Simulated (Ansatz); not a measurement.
# O: one contact scaled

An exercise on one series of results from a longer session: the logs are not shown, and one member is left open.

Program: Ansatz 0.2.0. Level of theory: DFT PBEsol, with the methods named in each step. These are calculated values, not measurements.

## The structure to begin with

It takes space group Fd-3m (No. 227, cubic). The conventional cell has a = 4.791 Å, b = 4.791 Å, c = 4.791 Å, α = 90.00°, β = 90.00°, γ = 90.00°. O (site symmetry -43m) has 4 O at 2.07 Å as nearest neighbours.

As a file:

```
CELL_PARAMETERS angstrom
0.00000 2.39571 2.39571
2.39571 0.00000 2.39571
2.39571 2.39571 0.00000
ATOMIC_POSITIONS crystal
O 0.87500 0.87500 0.87500
O 0.12500 0.12500 0.12500
```

Atoms are numbered in the order of the input: O1, O2.

The first run:

The input, input.yaml:

```yaml
crystal:
  lattice:
    - [0.0, 2.3957099285, 2.3957099285]
    - [2.3957099285, 0.0, 2.3957099285]
    - [2.3957099285, 2.3957099285, 0.0]
  atoms:
    - { symbol: O, position: [-0.125, -0.125, -0.125] }
    - { symbol: O, position: [0.125, 0.125, 0.125] }
kpoints:
  mp_grid: { grid: [11, 11, 11] }
scf:
  occupations: { method: fermi_dirac, width: 0.05 }
hamiltonian:
  xc: pbesol
  pseudopotentials: { kind: all_electron, lapw: { basis_error: 0.001 } }
output:
  forces: true
  stress: true
  eigenvalues: true
  populations: true
```

Run with:

```bash
> ansatz run input.yaml --threads 1 --pin off --max-ram 2048MiB --backend cpu --events-out ev --progress --plain --runs-dir out
```

Steps of the session up to this table: The bond as given, LAPW; Shortest bond scaled by 1, crystal datasets; Shortest bond scaled by 1.1, LAPW; Shortest bond scaled by 1.1, crystal datasets; Shortest bond scaled by 0.82, LAPW; Shortest bond scaled by 0.76, LAPW; Shortest bond scaled by 0.58, LAPW; Shortest bond scaled by 0.58, crystal datasets.

One table of the session follows, with a row left open; its other results are not shown here.

```
          method  length (Å)  force along the bond (eV/Å)  pressure (GPa)  largest force (eV/Å)
            LAPW       1.203                        0.890           -0.09                 0.890
            LAPW       1.577                       -6.678          -25.04                 6.678
            LAPW       1.701                       -5.465          -25.00                 5.465
            LAPW       2.075                        0.000          -20.38                 0.000
            LAPW       2.282                        1.122          -21.72                 1.122
             PAW       1.203                            ?               ?                     ?
             PAW       1.577                       -6.682          -25.04                 6.682
             PAW       1.701                       -5.460          -24.97                 5.460
             PAW       2.075                        0.000          -20.38                 0.000
             PAW       2.282                        1.123          -21.72                 1.123
crystal datasets       1.203                        0.890           -0.08                 0.890
crystal datasets       2.075                        0.000          -20.37                 0.000
crystal datasets       2.282                        1.122          -21.72                 1.122
```

**Question.** Estimate the row for PAW, 1.203.

The run gave: force along the bond (eV/Å): 0.798; pressure (GPa): -0.28; largest force (eV/Å): 0.798. In the column «force along the bond (eV/Å)» it lies between crystal datasets, 2.075 (0.000) and LAPW, 1.203 (0.890).

Limits of these values: Rows by PAW come from runs of the same series that aren't printed here. Warnings in the runs' records: crystal datasets made.
